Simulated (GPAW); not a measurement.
A calculation with GPAW 26.7.0 of RuAu (ASE script, structure typed inline):

run.py

```python
from ase import Atoms
from ase.dft.bandgap import bandgap
from ase.io import write
from ase.units import Bohr, GPa
from gpaw import GPAW, PW
from gpaw.elf import elf_from_dft_calculation

atoms = Atoms(['Ru', 'Au'],
              cell=[[3.16481, 0.0, 0.0],
                    [0.0, 3.16481, 0.0],
                    [0.0, 0.0, 3.16481]],
              scaled_positions=[[0.0, 0.0, 0.0],
                                [0.5, 0.5, 0.5]],
              pbc=True)

calc = GPAW(mode=PW(600),
            xc='PBE',
            kpts={'size': (8, 8, 8), 'gamma': True},
            occupations={'name': 'fermi-dirac', 'width': 0.05},
            nbands=26,
            convergence={'density': 1e-05, 'energy': 1e-05},
            maxiter=150,
            txt='gpaw.txt')
atoms.calc = calc
energy = atoms.get_potential_energy()
forces = atoms.get_forces()
stress = atoms.get_stress()
calc.write('gs.gpw')
write('result.traj', atoms)
print(f'Energy: {energy:.6f} eV')
print('Forces (eV/A):')
print(forces.round(4))
print('Stress (GPa):', (stress / GPa).round(3))
print('Fermi level:', round(calc.get_fermi_level(), 4), 'eV')
print(f'Gap: {bandgap(calc)[0]:.4f} eV, direct: {bandgap(calc, direct=True)[0]:.4f} eV')

# fields on the real-space grid
write('density.cube', atoms, data=calc.get_pseudo_density() * Bohr**3)
write('potential.cube', atoms, data=calc.get_electrostatic_potential())
write('elf.cube', atoms, data=elf_from_dft_calculation(calc).data)
```

Potentials or basis: GPAW PAW data sets (gpaw-data 1.2.1), pw.

Launch:

```bash
$ OMP_NUM_THREADS=1 python run.py
```

The cell was built by a generator and needn't be a form met in nature.

**Question.** Write the same calculation in another form: cli, structure from a POSCAR.

**Answer.** As run:

Contents of POSCAR:

```
RuAu
1.0
    3.1648100000      0.0000000000      0.0000000000
    0.0000000000      3.1648100000      0.0000000000
    0.0000000000      0.0000000000      3.1648100000
Ru Au
1 1
Direct
    0.0000000000      0.0000000000      0.0000000000
    0.5000000000      0.5000000000      0.5000000000
```

Potentials or basis: GPAW PAW data sets (gpaw-data 1.2.1), pw.

The run is started by

```bash
$ OMP_NUM_THREADS=1 gpaw run POSCAR -p 'mode=PW(600),xc=PBE,kpts={size:(8,8,8),gamma:True},occupations={name:fermi-dirac,width:0.05},nbands=26,convergence={density:1e-05,energy:1e-05},maxiter=150,txt=gpaw.txt' --properties efs -w gs.gpw
```

Both were run:

|  | ASE script, structure typed inline | cli, structure from a POSCAR |
| --- | --- | --- |
| Pressure | 2.0 GPa | 2.0 GPa |
| Band gap on the k mesh | none (metal or under the smearing width) | none (metal or under the smearing width) |

Keys that steer only the numerical path or the files written may differ.

Caveat: with this Au data set, volumes or pressures lay over 1.5 % or 2 GPa off other programs in two to four cells of ten.
